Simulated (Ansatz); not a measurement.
# C2H7BF2Si: a ladder of functionals and wavefunction methods

One table from this session's results is given with a row withheld; the runs are named, their logs left out.

The runs use Ansatz 0.2.0, Gaussian basis; functionals in def2-TZVPP, the program's frozen cores in correlated methods.

Levels to be run: PBE-D4, r2SCAN-D4, PBE0-D4, B3LYP-D4, ωB97X-V, ωB97M-V, B2PLYP; CCSD(T)/def2-TZVPP; MP2/def2-QZVPP; extrapolation to the limit.

## The relaxed structure

All runs share one geometry, relaxed beforehand with PBE0-D4 in a triple-zeta def2 set.

SMILES `C[SiH2]C(F)BF`, 13 atoms, charge 0, spin multiplicity 1.

Atoms are counted from 1 here; the program's logs count them from 0.

Bond lengths: C1–Si2 1.866 Å, C1–H7 1.092 Å, C1–H8 1.092 Å, C1–H9 1.093 Å, Si2–C3 1.919 Å, Si2–H10 1.486 Å, Si2–H11 1.488 Å, C3–F4 1.399 Å, C3–B5 1.552 Å, C3–H12 1.100 Å, B5–F6 1.328 Å, B5–H13 1.197 Å. Angles: Si2–C1–H7 111.2°, Si2–C1–H8 111.0°, Si2–C1–H9 110.2°, H7–C1–H8 108.2°, H7–C1–H9 108.2°, H8–C1–H9 108.0°, C1–Si2–C3 110.3°, C1–Si2–H10 111.8°, C1–Si2–H11 111.0°, C3–Si2–H10 106.4°, C3–Si2–H11 108.6°, H10–Si2–H11 108.7°, Si2–C3–F4 108.1°, Si2–C3–B5 111.7°, Si2–C3–H12 105.8°, F4–C3–B5 112.0°, F4–C3–H12 108.3°, B5–C3–H12 110.8° and more.

As a file:

| atom | x (Å) | y (Å) | z (Å) |
| --- | --- | --- | --- |
| C1 | -0.7116 | -1.1729 | -1.2573 |
| Si2 | -0.2809 | -0.8782 | 0.5343 |
| C3 | 0.9621 | 0.5752 | 0.6886 |
| F4 | 1.4631 | 0.5804 | 1.9947 |
| B5 | 0.3076 | 1.9310 | 0.3117 |
| F6 | -0.0659 | 2.1177 | -0.9494 |
| H7 | -1.1632 | -0.2855 | -1.7051 |
| H8 | 0.1773 | -1.4319 | -1.8371 |
| H9 | -1.4226 | -1.9979 | -1.3435 |
| H10 | 0.3794 | -2.0607 | 1.1452 |
| H11 | -1.4961 | -0.5479 | 1.3263 |
| H12 | 1.7886 | 0.3356 | 0.0034 |
| H13 | 0.0831 | 2.8003 | 1.1027 |

The first run:

in.yaml reads:

```yaml
crystal:
  periodic: [false, false, false]
  atoms:
    - {symbol: C, position_ang: [-0.711631, -1.172909, -1.257318]}
    - {symbol: Si, position_ang: [-0.280858, -0.878183, 0.534285]}
    - {symbol: C, position_ang: [0.962104, 0.575211, 0.688640]}
    - {symbol: F, position_ang: [1.463100, 0.580398, 1.994741]}
    - {symbol: B, position_ang: [0.307570, 1.931006, 0.311702]}
    - {symbol: F, position_ang: [-0.065894, 2.117682, -0.949448]}
    - {symbol: H, position_ang: [-1.163242, -0.285470, -1.705072]}
    - {symbol: H, position_ang: [0.177271, -1.431898, -1.837089]}
    - {symbol: H, position_ang: [-1.422633, -1.997919, -1.343494]}
    - {symbol: H, position_ang: [0.379367, -2.060652, 1.145185]}
    - {symbol: H, position_ang: [-1.496110, -0.547877, 1.326340]}
    - {symbol: H, position_ang: [1.788553, 0.335638, 0.003431]}
    - {symbol: H, position_ang: [0.083106, 2.800271, 1.102698]}
basis:
  gaussian: {orbitals: def2-TZVPP}
hamiltonian: {xc: pbe, dispersion: d4}
output: {forces: true, orbitals: {seedname: orbitals}}
```

Launch:

```sh
ansatz run in.yaml --threads 2 --pin off --events-out ev --progress --plain --max-ram 22528MiB --backend cuda --devices 0, --max-vram 18GiB
```

Steps of the session up to this table: PBE-D4 (GGA); r2SCAN-D4 (meta-GGA); PBE0-D4 (hybrid); B3LYP-D4 (hybrid); ωB97X-V (range-separated); ωB97M-V (range-separated); B2PLYP (double hybrid); CCSD(T) in def2-TZVPP; MP2 in def2-QZVPP.

One of the session's tables, all rows but one given; the rest of the session is left out.

```
            method  atomisation energy (kcal/mol)
            PBE-D4                         1185.7
         r2SCAN-D4                         1172.4
           PBE0-D4                         1168.0
          B3LYP-D4                         1167.4
           ωB97X-V                         1171.3
           ωB97M-V                         1171.5
            B2PLYP                         1155.8
     HF/def2-TZVPP                              ?
    MP2/def2-TZVPP                         1157.8
   CCSD/def2-TZVPP                         1123.7
CCSD(T)/def2-TZVPP                         1138.1
           MP2/CBS                         1184.7
       CCSD(T)/CBS                         1165.0
```

**Question.** Estimate the row for HF/def2-TZVPP.

**Answer.** atomisation energy (kcal/mol): 884.5. In the column «atomisation energy (kcal/mol)» it is the lowest.
